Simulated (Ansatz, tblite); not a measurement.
**Cu(AsH3)Me (CH6AsCu): charged states by level of theory**

An exercise on one series of results from a longer session: the logs are not shown, and one member is left open.

Computed with Ansatz 0.2.0, Gaussian basis. Level: as each input shows.

The runs, in order: charge +1 doublet, at the geometry of the singlet (PBE0-D4/def2-TZVP, PBE-D4/def2-TZVP, r2SCAN-D4/def2-TZVP, CCSD(T)/def2-TZVP); charge +1 doublet, relaxed (PBE0-D4/def2-TZVP, PBE-D4/def2-TZVP); the starting singlet's energies come from earlier runs.

### The structure

The geometry is that of the singlet, from an earlier relaxation (B3LYP-D4/def2-SVP).

9 atoms, charge 0, spin multiplicity 1.

Atoms are counted from 1 here; the program's logs count them from 0.

Bond lengths: Cu1–As2 2.353 Å, Cu1–C6 1.929 Å, As2–H3 1.518 Å, As2–H4 1.519 Å, As2–H5 1.518 Å, C6–H7 1.104 Å, C6–H8 1.104 Å, C6–H9 1.104 Å. Angles: As2–Cu1–C6 179.8°, Cu1–As2–H3 120.6°, Cu1–As2–H4 120.8°, Cu1–As2–H5 120.6°, H3–As2–H4 96.3°, H3–As2–H5 96.3°, H4–As2–H5 96.3°, Cu1–C6–H7 111.2°, Cu1–C6–H8 111.3°, Cu1–C6–H9 111.2°, H7–C6–H8 107.7°, H7–C6–H9 107.7°, H8–C6–H9 107.7°.

Formally the metal is d10. No spin-orbit coupling is included.

The first run:

in.yaml

```yaml
crystal:
  periodic: [false, false, false]
  atoms:
    - {symbol: Cu, position_ang: [-0.000691, -0.000236, -0.313109]}
    - {symbol: As, position_ang: [-0.010995, -0.026512, 2.039271]}
    - {symbol: H, position_ang: [1.287043, -0.155850, 2.816544]}
    - {symbol: H, position_ang: [-0.769726, -1.097822, 2.802511]}
    - {symbol: H, position_ang: [-0.557180, 1.154327, 2.822260]}
    - {symbol: C, position_ang: [0.010951, 0.027036, -2.242063]}
    - {symbol: H, position_ang: [-1.015771, 0.034193, -2.648391]}
    - {symbol: H, position_ang: [0.527301, -0.858869, -2.651774]}
    - {symbol: H, position_ang: [0.529078, 0.923743, -2.625240]}
basis:
  gaussian: {orbitals: def2-SVP}
total_charge: 1
magnetization: {spin_polarized: true, initial_magnetization: 1}
hamiltonian: {xc: pbe0, dispersion: d4}
output: {orbitals: {seedname: orbitals}}
```

Command:

```sh
> ansatz run in.yaml --threads 4 --pin off --events-out ev --progress --plain --max-ram 3916MiB
```

Among the steps run: Charge +1 doublet at the fixed geometry, first pass, PBE0-D4/def2-SVP; Charge +1 doublet at the fixed geometry, PBE0-D4/def2-TZVP; Charge +1 doublet at the fixed geometry, PBE-D4/def2-TZVP; Charge +1 doublet at the fixed geometry, r2SCAN-D4/def2-TZVP; Charge +1 doublet at the fixed geometry, CCSD(T)/def2-TZVP.

One table of the session follows, with a row left open; its other results are not shown here.

It belongs to the step «Vertical ionisation energy». 

| method | vertical ionisation energy (eV) |
| --- | --- |
| HF/def2-TZVP | 6.27 |
| PBE-D4/def2-TZVP | 7.93 |
| r2SCAN-D4/def2-TZVP | 7.78 |
| PBE0-D4/def2-TZVP | ? |
| MP2/def2-TZVP | 8.09 |
| CCSD/def2-TZVP | 7.57 |
| CCSD(T)/def2-TZVP | 7.74 |

Q: Estimate the row for PBE0-D4/def2-TZVP from the others.

As computed: vertical ionisation energy (eV): 7.77. In the column «vertical ionisation energy (eV)» it lies between CCSD(T)/def2-TZVP (7.74) and r2SCAN-D4/def2-TZVP (7.78).
